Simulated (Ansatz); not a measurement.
# C4H2F2Hf: basis-set convergence

An exercise on one series of results from a longer session: the logs are not shown, and one member is left open.

Method: one geometry, several basis sets; program: Ansatz 0.2.0, Gaussian basis.

Levels to be run: PBE0-D4/def2-SVP; ωB97M-V/def2-SVP; PBE0-D4/def2-QZVPP; ωB97M-V/def2-QZVPP; the functionals' def2-TZVPP values are taken from earlier runs.

2 further runs of the same task are left out: 2 for a known fault of the program.

### The geometry

An earlier PBE0-D4 in a triple-zeta def2 set relaxation fixed the geometry. Hf takes the def2 core potential; no spin-orbit term is included.

SMILES `C#[C][Hf]([F])([F])[C]#C`, 9 atoms, charge 0, spin multiplicity 1.

Atoms are counted from 1 here; the program's logs count them from 0.

Bond lengths: C1–C2 1.215 Å, C1–H8 1.067 Å, C2–Hf3 2.172 Å, Hf3–F4 1.891 Å, Hf3–F5 1.891 Å, Hf3–C6 2.172 Å, C6–C7 1.215 Å, C7–H9 1.067 Å. Angles: C2–C1–H8 179.9°, C1–C2–Hf3 179.4°, C2–Hf3–F4 109.4°, C2–Hf3–F5 109.4°, C2–Hf3–C6 109.3°, F4–Hf3–F5 110.1°, F4–Hf3–C6 109.4°, F5–Hf3–C6 109.4°, Hf3–C6–C7 179.4°, C6–C7–H9 179.9°.

Set-up of the first run:

in.yaml reads:

```yaml
crystal:
  periodic: [false, false, false]
  atoms:
    - {symbol: C, position_ang: [-0.265054, -2.688897, -1.060407]}
    - {symbol: C, position_ang: [-0.497384, -1.637613, -0.498395]}
    - {symbol: Hf, position_ang: [-0.893013, 0.249709, 0.500258]}
    - {symbol: F, position_ang: [-1.234426, -0.069797, 2.332511]}
    - {symbol: F, position_ang: [-2.388282, 1.082853, -0.303382]}
    - {symbol: C, position_ang: [0.841879, 1.541256, 0.305634]}
    - {symbol: C, position_ang: [1.818034, 2.254630, 0.190508]}
    - {symbol: H, position_ang: [-0.058768, -3.612173, -1.554868]}
    - {symbol: H, position_ang: [2.677024, 2.880043, 0.088140]}
basis:
  gaussian: {orbitals: def2-SVP}
hamiltonian: {xc: pbe0, dispersion: d4}
output: {orbitals: {seedname: orbitals}}
```

The run is started by

```sh
$ ansatz run in.yaml --threads 4 --pin off --events-out ev --progress --plain --max-ram 11315MiB
```

Steps of the session up to this table: PBE0-D4 in def2-SVP; ωB97M-V in def2-SVP; PBE0-D4 in def2-QZVPP; ωB97M-V in def2-QZVPP.

One of the session's tables, all rows but one given; the rest of the session is left out.

It belongs to the step «Density functionals: the series». 

| functional | basis | HOMO (eV) | LUMO (eV) |
| --- | --- | --- | --- |
| PBE0-D4 | def2-SVP | -8.43 | -2.22 |
| PBE0-D4 | def2-TZVPP | -8.46 | -2.25 |
| PBE0-D4 | def2-QZVPP | -8.47 | -2.27 |
| ωB97M-V | def2-SVP | -10.63 | -0.19 |
| ωB97M-V | def2-TZVPP | -10.66 | -0.24 |
| ωB97M-V | def2-QZVPP | ? | ? |

Estimate the missing values for ωB97M-V, def2-QZVPP.

**Answer.** HOMO (eV): -10.68; LUMO (eV): -0.28. In the column «HOMO (eV)» it is the lowest.
